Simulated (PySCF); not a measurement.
**One shape, several levels: CH6ClFSi2 (SMILES C[SiH](F)[SiH2]Cl)**

Aim: a comparison of 4 runs (HF/STO-3G, HF/3-21G, HF/6-31G, CCSD(T)/6-31G**) of CH6ClFSi2. The job is set up through a Python script.

The calculation is run with PySCF 2.14.0.

### 1 The molecule

CH6ClFSi2: 11 atoms, total charge 0, spin state singlet. As SMILES, `C[SiH](F)[SiH2]Cl`. The shape is that of a PBE0-D4/def2-TZVP optimisation. This is one conformer, not always the lowest.

Bond lengths: C1–Si2 1.855 Å, Si2–F3 1.607 Å, Si2–Si4 2.349 Å, Si4–Cl5 2.067 Å, C1–H6 1.094 Å, C1–H7 1.092 Å, C1–H8 1.093 Å, Si2–H9 1.489 Å, Si4–H10 1.485 Å, Si4–H11 1.487 Å. Some angles: C1–Si2–F3 109.3°, C1–Si2–Si4 111.3°, F3–Si2–Si4 108.1°, Si2–Si4–Cl5 108.4°, C1–Si2–H9 111.2°, F3–Si2–H9 107.1°, Si4–Si2–H9 109.7°, Si2–C1–H6 110.1°, Si2–C1–H7 110.8°, Si2–C1–H8 110.7°.

### 2 Energy and gradient at HF/STO-3G (run 1)

Input file job.py:

```python
from pyscf import gto

mol = gto.Mole()
mol.atom = [
    ('C', (-1.056000, -0.298900, 1.330000)),
    ('Si', (0.542100, -0.562200, 0.424700)),
    ('F', (1.755500, 0.005000, 1.313500)),
    ('Si', (0.552200, 0.569100, -1.633900)),
    ('Cl', (-0.142300, 2.491500, -1.323700)),
    ('H', (-1.883700, -0.738200, 0.766200)),
    ('H', (-1.259000, 0.766500, 1.458400)),
    ('H', (-1.025300, -0.771000, 2.314900)),
    ('H', (0.803200, -2.011400, 0.202600)),
    ('H', (1.903500, 0.663500, -2.241300)),
    ('H', (-0.364800, -0.086800, -2.603300)),
]
mol.verbose = 4
mol.basis = 'sto-3g'
mol.spin = 0
mol.max_memory = 1860
mol.build()

mf = mol.RHF()
mf.conv_tol = 1e-10
mf.kernel()
if not mf.converged:
    mf = mf.newton().run(mf.mo_coeff, mf.mo_occ)

e_final = mf.e_tot
print('Final energy', e_final)
grad = mf.nuc_grad_method().kernel()
mf.analyze()
```

On the command line:

```bash
$ OMP_NUM_THREADS=1 python job.py
```

Output:

```text
PySCF version 2.14.0

[... 80 lines left out ...]
Two-electron Energy =                  809.389699278935268
[... 10 lines left out ...]
MO #7   energy= -7.7578371477034   occ= 2
[... 8 lines left out ...]
MO #16  energy= -4.03677647557137  occ= 2
[... 8 lines left out ...]
MO #25  energy= -0.491350515894146 occ= 2
[... 8 lines left out ...]
MO #34  energy= 0.329918470807596  occ= 0
[... 8 lines left out ...]
MO #43  energy= 0.740057887534285  occ= 0
[... 57 lines left out ...]
Dipole moment(X, Y, Z, Debye):  0.04211, -3.26770, -0.40120
```

Run time: 7.5 s. Hardware: 1 thread of Intel Xeon at 2.50GHz (Skylake/Cascade Lake), shared host; peak memory 0.12 GiB.

### 3 Energy and forces at HF/3-21G (run 2)

Input file geometry.xyz:

```xyz
11
CH6ClFSi2
C     -1.056000    -0.298900     1.330000
Si     0.542100    -0.562200     0.424700
F      1.755500     0.005000     1.313500
Si     0.552200     0.569100    -1.633900
Cl    -0.142300     2.491500    -1.323700
H     -1.883700    -0.738200     0.766200
H     -1.259000     0.766500     1.458400
H     -1.025300    -0.771000     2.314900
H      0.803200    -2.011400     0.202600
H      1.903500     0.663500    -2.241300
H     -0.364800    -0.086800    -2.603300
```

Input file job.py:

```python
import pyscf.grad
from pyscf import gto, scf

mol = gto.Mole()
mol.atom = 'geometry.xyz'
mol.spin = 0
mol.verbose = 4
mol.charge = 0
mol.basis = '3-21g'
mol.max_memory = 1860
mol.build()

myscf = scf.RHF(mol)
myscf.conv_tol = 1e-10
myscf.kernel()
if not myscf.converged:
    myscf = myscf.newton().run(myscf.mo_coeff, myscf.mo_occ)

energy = myscf.e_tot
print('E = %.10f Eh' % energy)
grad = myscf.Gradients().kernel()
dip = myscf.dip_moment()
pop, q = myscf.mulliken_pop()
```

On the command line:

```bash
$ OMP_NUM_THREADS=1 python job.py
```

Output:

```text
PySCF version 2.14.0

[... 65 lines left out ...]
converged SCF energy = -1172.2362521972
[... 12 lines left out ...]
Dipole moment(X, Y, Z, Debye): -0.98641, -3.26959, -0.41779
[... 81 lines left out ...]
charge of   10H =     -0.14552
```

Run time: 7.8 s. Hardware: 1 thread of Intel Xeon at 2.50GHz (Skylake/Cascade Lake), shared host; peak memory 0.14 GiB.

Run 3 isn't shown in full; the table further down has it.

### 4 A single-point energy at CCSD(T)/6-31G(d,p) (spherical functions) (run 4)

Input file job.py:

```python
from pyscf import gto, cc

molecule = gto.Mole()
molecule.atom = [
    ('C', (-1.056000, -0.298900, 1.330000)),
    ('Si', (0.542100, -0.562200, 0.424700)),
    ('F', (1.755500, 0.005000, 1.313500)),
    ('Si', (0.552200, 0.569100, -1.633900)),
    ('Cl', (-0.142300, 2.491500, -1.323700)),
    ('H', (-1.883700, -0.738200, 0.766200)),
    ('H', (-1.259000, 0.766500, 1.458400)),
    ('H', (-1.025300, -0.771000, 2.314900)),
    ('H', (0.803200, -2.011400, 0.202600)),
    ('H', (1.903500, 0.663500, -2.241300)),
    ('H', (-0.364800, -0.086800, -2.603300)),
]
molecule.spin = 0
molecule.max_memory = 1860
molecule.verbose = 3
molecule.basis = '6-31g**'
molecule.build()

mf = molecule.RHF()
mf.conv_tol = 1e-10
mf.kernel()
if not mf.converged:
    mf = mf.newton().run(mf.mo_coeff, mf.mo_occ)

mycc = cc.CCSD(mf, frozen=17)
mycc.kernel()
e_t = mycc.ccsd_t()
e_final = mycc.e_tot + e_t
print('E = %.10f Eh' % e_final)
dip = mf.dip_moment()
pop, q = mf.mulliken_pop()
```

On the command line:

```bash
$ OMP_NUM_THREADS=1 python job.py
```

Output:

```text
converged SCF energy = -1178.23814561189
[... 3 lines left out ...]
Dipole moment(X, Y, Z, Debye): -1.00950, -2.36269, -0.30155
[... 124 lines left out ...]
charge of   10H =     -0.15636
```

Run time: 2 min. Hardware: 1 thread of Intel Xeon at 2.50GHz (Skylake/Cascade Lake), shared host; peak memory 0.89 GiB.

### 5 Overview of the runs

| run | level | task | frozen core orbitals | energy (Eh) | dipole moment (D) of the reference | HOMO energy (eV) | LUMO energy (eV) | wall time |
| --- | --- | --- | --- | --- | --- | --- | --- | --- |
| 1 | HF/STO-3G | gradient | – | -1164.830081 | 3.29 | -8.53 | 8.98 | 7.5 s |
| 2 | HF/3-21G | gradient | – | -1172.236252 | 3.44 | -10.98 | 2.50 | 7.8 s |
| 3 | HF/6-31G | gradient | – | -1178.062415 | 3.74 | -11.05 | 2.33 | 28 s |
| 4 | CCSD(T)/6-31G** (spherical functions) | energy | 17 | -1178.931850 | 2.59 | -10.87 | 2.68 | 2 min |

### 6 Outcome

```
                                           quantity           value
                                run 4: total energy  -1178.93185 Eh
        run 4: dipole moment (Hartree–Fock density)          2.59 D
         run 4: HOMO energy (Hartree–Fock orbitals)       -10.87 eV
         run 4: LUMO energy (Hartree–Fock orbitals)         2.68 eV
       run 4: HOMO–LUMO gap (Hartree–Fock orbitals)        13.55 eV
run 4: correlation energy (17 core orbitals frozen)      -693.7 mEh
                              run 4: (T) correction      -15.64 mEh
                               run 4: T1 diagnostic           0.010
```

What this shows: Over runs 1, 2, 3 the dipole moment (its size) runs from 3.29 D (HF/STO-3G) to 3.74 D (HF/6-31G). Over runs 1, 2, 3 the HOMO–LUMO gap runs from 13.38 eV (HF/6-31G) to 17.51 eV (HF/STO-3G). In run 1 the basis is minimal, so the values are rough. All runs together took 2.7 min, the longest 2 min.
